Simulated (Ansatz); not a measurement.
# Ge2: the cost of one run

Method: the settings change from run to run; program: Ansatz 0.2.0, Gaussian basis.

20 further runs of the same task are left out: 11 that didn't finish, 9 set aside as unsound or not needed. Runs told in other sessions of the task aren't counted.

### Step 1. The geometry

The geometry is a PBE0/def2-TZVPD stationary point (not a proven minimum) of the parent state, kept for this charge and spin. No spin-orbit coupling is included. The filled d shell of Ge may be among the frozen orbitals whatever the setting's name suggests.

2 atoms, charge 0, spin multiplicity 3.

Atoms are counted from 1 here; the program's logs count them from 0.

Bond lengths: Ge1–Ge2 2.526 Å.

### Step 2. CCSDT/aug-cc-pVDZ

Contents of in.yaml:

```yaml
crystal:
  periodic: [false, false, false]
  atoms:
    - {symbol: Ge, position_ang: [0.000000, 0.000000, 0.000000]}
    - {symbol: Ge, position_ang: [0.000000, 0.000000, 2.525800]}
basis:
  gaussian: {orbitals: aug-cc-pVDZ}
magnetization: {spin_polarized: true, initial_magnetization: 2}
hamiltonian: {xc: {name: PBE}}
correlation: {method: ccsdt, electrons: outside_noble_gas}
scf: {omitted_lower_state_checks: [cluster_reference]}
```

Command:

```bash
> ansatz run in.yaml --threads 1 --pin off --events-out ev --progress --plain --max-ram 2393MiB
```

Q: Estimate wall time and peak memory on 1 thread of Intel Xeon Platinum 8259CL at 2.50GHz, shared host.

About 25 s, with a peak of 0.3 GiB.
